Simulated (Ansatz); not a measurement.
# CH4NSb: small, medium and large basis sets

Aim: see how fast density functionals converge with the basis set for CH4NSb.

Method: one geometry, several basis sets; program: Ansatz 0.2.0, Gaussian basis.

Plan: PBE0-D4/def2-SVP; ωB97M-V/def2-SVP; PBE0-D4/def2-QZVPP; ωB97M-V/def2-QZVPP; the functionals' def2-TZVPP values are taken from earlier runs.

## 1. The geometry

An earlier PBE0-D4 in a triple-zeta def2 set relaxation fixed the geometry. Sb takes the def2 core potential; no spin-orbit term is included.

SMILES `C=[N][SbH2]`, 7 atoms, charge 0, spin multiplicity 1.

Atoms are counted from 1 here; the program's logs count them from 0.

Bond lengths: C1–N2 1.257 Å, C1–H4 1.098 Å, C1–H5 1.101 Å, N2–Sb3 2.060 Å, Sb3–H6 1.710 Å, Sb3–H7 1.724 Å. Angles: N2–C1–H4 119.0°, N2–C1–H5 125.5°, H4–C1–H5 115.5°, C1–N2–Sb3 120.6°, N2–Sb3–H6 92.7°, N2–Sb3–H7 96.4°, H6–Sb3–H7 91.3°.

## 2. PBE0-D4 in def2-SVP

Contents of in.yaml:

```yaml
crystal:
  periodic: [false, false, false]
  atoms:
    - {symbol: C, position_ang: [-0.849676, -0.543173, -0.782752]}
    - {symbol: N, position_ang: [-0.689448, -0.524965, 0.464134]}
    - {symbol: Sb, position_ang: [1.140567, -0.043096, 1.278476]}
    - {symbol: H, position_ang: [-1.822898, -0.845631, -1.190222]}
    - {symbol: H, position_ang: [-0.088236, -0.269321, -1.529519]}
    - {symbol: H, position_ang: [0.578305, 1.466029, 1.851996]}
    - {symbol: H, position_ang: [1.792586, 0.692257, -0.137914]}
basis:
  gaussian: {orbitals: def2-SVP}
hamiltonian: {xc: pbe0, dispersion: d4}
output: {orbitals: {seedname: orbitals}}
```

Started as:

```console
$ ansatz run in.yaml --threads 2 --pin off --events-out ev --progress --plain --max-ram 4352MiB
```

After this run come: ωB97M-V in def2-SVP; PBE0-D4 in def2-QZVPP; ωB97M-V in def2-QZVPP.

Q: Predict the results of all the runs planned. Wanted: PBE0-D4: double and triple zeta above quadruple; ωB97M-V: double and triple zeta above quadruple.

The runs gave:

| quantity | value |
| --- | --- |
| PBE0-D4: double and triple zeta above quadruple | 3.53, 0.21 eV |
| ωB97M-V: double and triple zeta above quadruple | 3.70, 0.21 eV |

What this shows: For PBE0-D4 the step from double to triple zeta gains 3.32 eV and the next only 0.21 eV. These are total energies; as a rule much of such shifts cancels in differences, which this series doesn't test. The LUMO of ωB97M-V is positive and keeps falling with the basis (1.32 to 0.79 eV): an unbound level that the basis holds in place.
